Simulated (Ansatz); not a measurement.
**H3IO3Zr: basis-set convergence**

One table from this session's results is given with a row withheld; the runs are named, their logs left out.

The runs use Ansatz 0.2.0, Gaussian basis; one geometry, several basis sets.

The runs, in order: PBE0-D4/def2-SVP; ωB97M-V/def2-SVP; PBE0-D4/def2-QZVPP; ωB97M-V/def2-QZVPP; the functionals' def2-TZVPP values are taken from earlier runs.

1 further run of the same task is left out (for a known fault of the program).

**Structure used throughout**

All runs share one geometry, relaxed beforehand with PBE0-D4 in a triple-zeta def2 set. Zr, I take the def2 core potential; no spin-orbit term is included.

8 atoms, charge 0, spin multiplicity 1.

Atoms are counted from 1 here; the program's logs count them from 0.

Bond lengths: O1–Zr2 1.908 Å, O1–H6 0.953 Å, Zr2–O3 1.908 Å, Zr2–O4 1.908 Å, Zr2–I5 2.764 Å, O3–H7 0.953 Å, O4–H8 0.953 Å. Angles: Zr2–O1–H6 163.9°, O1–Zr2–O3 110.1°, O1–Zr2–O4 110.1°, O1–Zr2–I5 108.9°, O3–Zr2–O4 110.1°, O3–Zr2–I5 108.9°, O4–Zr2–I5 108.9°, Zr2–O3–H7 163.9°, Zr2–O4–H8 163.9°.

The first run:

Contents of in.yaml:

```yaml
crystal:
  periodic: [false, false, false]
  atoms:
    - {symbol: O, position_ang: [-0.720399, 1.590120, 0.581741]}
    - {symbol: Zr, position_ang: [0.045444, 0.054779, -0.253583]}
    - {symbol: O, position_ang: [1.699166, -0.391473, 0.587589]}
    - {symbol: O, position_ang: [-1.161885, -1.419121, -0.146538]}
    - {symbol: I, position_ang: [0.522163, 0.628899, -2.915263]}
    - {symbol: H, position_ang: [-1.316887, 2.197079, 1.009978]}
    - {symbol: H, position_ang: [2.480086, -0.383030, 1.133188]}
    - {symbol: H, position_ang: [-1.547688, -2.277263, 0.002899]}
basis:
  gaussian: {orbitals: def2-SVP}
hamiltonian: {xc: pbe0, dispersion: d4}
output: {orbitals: {seedname: orbitals}}
```

Launch:

```console
> ansatz run in.yaml --threads 4 --pin off --events-out ev --progress --plain --max-ram 10444MiB
```

Steps of the session up to this table: PBE0-D4 in def2-SVP; ωB97M-V in def2-SVP; PBE0-D4 in def2-QZVPP; ωB97M-V in def2-QZVPP.

One table of the session follows, with a row left open; its other results are not shown here.

It belongs to the step «Density functionals: the series». 

| functional | basis | HOMO (eV) |
| --- | --- | --- |
| PBE0-D4 | def2-SVP | -7.10 |
| PBE0-D4 | def2-TZVPP | -7.22 |
| PBE0-D4 | def2-QZVPP | -7.25 |
| ωB97M-V | def2-SVP | -9.16 |
| ωB97M-V | def2-TZVPP | ? |
| ωB97M-V | def2-QZVPP | -9.34 |

**Question.** Estimate the row for ωB97M-V, def2-TZVPP.

The run gave: HOMO (eV): -9.30. In the column «HOMO (eV)» it lies between ωB97M-V, def2-QZVPP (-9.34) and ωB97M-V, def2-SVP (-9.16).
